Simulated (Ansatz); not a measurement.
# GaH₅OSnTe₂: basis-set convergence

One table from this session's results is given with a row withheld; the runs are named, their logs left out.

The runs use Ansatz 0.2.0, Gaussian basis; one geometry, several basis sets.

Plan: PBE0-D4/def2-SVP; ωB97M-V/def2-SVP; PBE0-D4/def2-QZVPP; ωB97M-V/def2-QZVPP; the functionals' def2-TZVPP values are taken from earlier runs.

### The geometry

All runs share one geometry, relaxed beforehand with PBE0-D4 in a triple-zeta def2 set. Sn, Te take the def2 core potential; no spin-orbit term is included.

SMILES `[SnH3][O][Ga]([TeH])[TeH]`, 10 atoms, charge 0, spin multiplicity 1.

Atoms are counted from 1 here; the program's logs count them from 0.

Bond lengths: Sn1–O2 1.962 Å, Sn1–H6 1.712 Å, Sn1–H7 1.704 Å, Sn1–H8 1.704 Å, O2–Ga3 1.771 Å, Ga3–Te4 2.518 Å, Ga3–Te5 2.532 Å, Te4–H9 1.657 Å, Te5–H10 1.658 Å. Angles: O2–Sn1–H6 107.1°, O2–Sn1–H7 106.2°, O2–Sn1–H8 106.2°, H6–Sn1–H7 112.1°, H6–Sn1–H8 112.1°, H7–Sn1–H8 112.8°, Sn1–O2–Ga3 130.5°, O2–Ga3–Te4 117.7°, O2–Ga3–Te5 118.8°, Te4–Ga3–Te5 123.4°, Ga3–Te4–H9 89.7°, Ga3–Te5–H10 89.8°.

The first run:

in.yaml

```yaml
crystal:
  periodic: [false, false, false]
  atoms:
    - {symbol: Sn, position_ang: [-2.231119, -0.044417, -0.207704]}
    - {symbol: O, position_ang: [-0.379413, -0.010376, -0.855208]}
    - {symbol: Ga, position_ang: [1.151130, 0.021672, 0.035769]}
    - {symbol: Te, position_ang: [3.283534, 0.063545, -1.302006]}
    - {symbol: Te, position_ang: [1.091444, 0.021685, 2.567267]}
    - {symbol: H, position_ang: [-2.165108, -0.029804, 1.503298]}
    - {symbol: H, position_ang: [-2.917956, -1.482751, -0.809106]}
    - {symbol: H, position_ang: [-2.977482, 1.354247, -0.831189]}
    - {symbol: H, position_ang: [2.396000, 0.048755, -2.701727]}
    - {symbol: H, position_ang: [2.748960, 0.057435, 2.600606]}
basis:
  gaussian: {orbitals: def2-SVP}
hamiltonian: {xc: pbe0, dispersion: d4}
output: {orbitals: {seedname: orbitals}}
```

Run with:

```bash
> ansatz run in.yaml --threads 2 --pin off --events-out ev --progress --plain --max-ram 20480MiB --backend cpu
```

Among the steps run: PBE0-D4 in def2-SVP; ωB97M-V in def2-SVP; PBE0-D4 in def2-QZVPP; ωB97M-V in def2-QZVPP.

One table of the session follows, with a row left open; its other results are not shown here.

It belongs to the step «Functionals by basis». 

```
functional       basis  HOMO (eV)  LUMO (eV)
   PBE0-D4    def2-SVP      -6.48      -1.36
   PBE0-D4  def2-TZVPP      -6.57      -1.50
   PBE0-D4  def2-QZVPP      -6.58      -1.53
   ωB97M-V    def2-SVP      -8.48       0.44
   ωB97M-V  def2-TZVPP      -8.60       0.19
   ωB97M-V  def2-QZVPP          ?          ?
```

Estimate the missing values for ωB97M-V, def2-QZVPP.

**Answer.** HOMO (eV): -8.61; LUMO (eV): 0.08. In the column «HOMO (eV)» it is the lowest.
